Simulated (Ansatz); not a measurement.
# HAuS (SMILES [SH][Au]): a rigid scan of the angle H3–S1–Au2

One table from this session's results is given with a row withheld; the runs are named, their logs left out.

Computed with Ansatz 0.2.0, Gaussian basis. Level: single points in def2-TZVPP.

Levels: PBE-D4, r2SCAN-D4, PBE0-D4, B3LYP-D4, wB97M-V, Hartree-Fock, MP2, CCSD, CCSD(T). The scan takes 65.1, 72.6, 80.1, 87.6, 95.1, 102.6, 110.1, 117.6, 125.1°.

Correlated methods freeze the cores. Filled d shells of the heavier atoms are correlated. Core potentials replace the inner electrons past krypton, and spin-orbit coupling is left out. B3LYP uses VWN-RPA correlation.

28 further runs of the same task are left out: 28 set aside as unsound or not needed.

## The starting structure

The minimum, relaxed at PBE0-D4: 3 atoms, charge 0, spin multiplicity 1.

Atoms are counted from 1 here; the program's logs count them from 0.

Bond lengths: S1–Au2 2.238 Å, S1–H3 1.346 Å. Angles: Au2–S1–H3 95.1°.

Coordinates:

```xyz
3
AuHS
S    -0.4501   -0.6492   -0.3285
Au    1.3933   -0.0089    0.7663
H    -0.9541    0.5934   -0.4511
```

Energies of the minimum (eV), from earlier single points: PBE-D4 -14542.55028, r2SCAN-D4 -14546.79973, PBE0-D4 -14542.06929, B3LYP-D4 -14547.94032, wB97M-V -14542.83404, CCSD(T) -14523.52046.

At the minimum the angle H3–S1–Au2 is 95.1°.

The first run:

Contents of ccsdt-tzvpp/in.yaml:

```yaml
crystal:
  periodic: [false, false, false]
  atoms:
    - {symbol: S, position_ang: [-0.450108, -0.649202, -0.328536]}
    - {symbol: Au, position_ang: [1.393295, -0.008949, 0.766299]}
    - {symbol: H, position_ang: [-0.352278, 0.675701, -0.109434]}
basis:
  gaussian: {orbitals: def2-TZVPP}
correlation: {method: ccsd_t}
```

The command line of these runs was not kept.

Among the steps run: H3–S1–Au2 = 65.1°; H3–S1–Au2 = 72.6°; H3–S1–Au2 = 80.1°; H3–S1–Au2 = 87.6°; H3–S1–Au2 = 95.1°; H3–S1–Au2 = 102.6°; H3–S1–Au2 = 110.1°; H3–S1–Au2 = 117.6°; H3–S1–Au2 = 125.1°.

One table of the session follows, with a row left open; its other results are not shown here.

It belongs to the step «The curves». Energies less that of the minimum at the same level (eV):

| angle (°) | PBE-D4 | PBE0-D4 | B3LYP-D4 | wB97M-V | Hartree-Fock |
| --- | --- | --- | --- | --- | --- |
| 65.1 | 0.424 | 0.453 | 0.484 | 0.466 | 0.602 |
| 72.6 | ? | ? | ? | ? | ? |
| 80.1 | 0.106 | 0.114 | 0.126 | 0.116 | 0.170 |
| 87.6 | 0.026 | 0.028 | 0.033 | 0.029 | 0.053 |
| 95.1 (minimum) | 0.000 | 0.000 | 0.000 | 0.000 | 0.000 |
| 95.1 | 0.000 | 0.000 | 0.000 | 0.000 | 0.000 |
| 102.6 | 0.029 | 0.029 | 0.025 | 0.028 | 0.009 |
| 110.1 | 0.112 | 0.112 | 0.106 | 0.111 | 0.077 |
| 117.6 | 0.246 | 0.248 | 0.241 | 0.245 | 0.199 |
| 125.1 | 0.427 | 0.432 | 0.424 | 0.424 | 0.368 |

Q: Estimate the row for angle (°) = 72.6 from the others.

Worked estimate for «PBE-D4». A straight line through the neighbours (65.1, 0.424) and (80.1, 0.106) gives 0.424 + (0.106 − 0.424) × (72.6 − 65.1) / (80.1 − 65.1) = 0.265; a parabola fitted to 3 rows on both sides gives 0.239.

As computed: PBE-D4: 0.239; PBE0-D4: 0.255; B3LYP-D4: 0.276; wB97M-V: 0.261; Hartree-Fock: 0.352. In «PBE-D4» the line misses by +0.026 and the parabola by 0.000.

To keep in mind: A polynomial through the near points puts the CCSD(T) minimum 0.1° below the PBE0-D4 value.
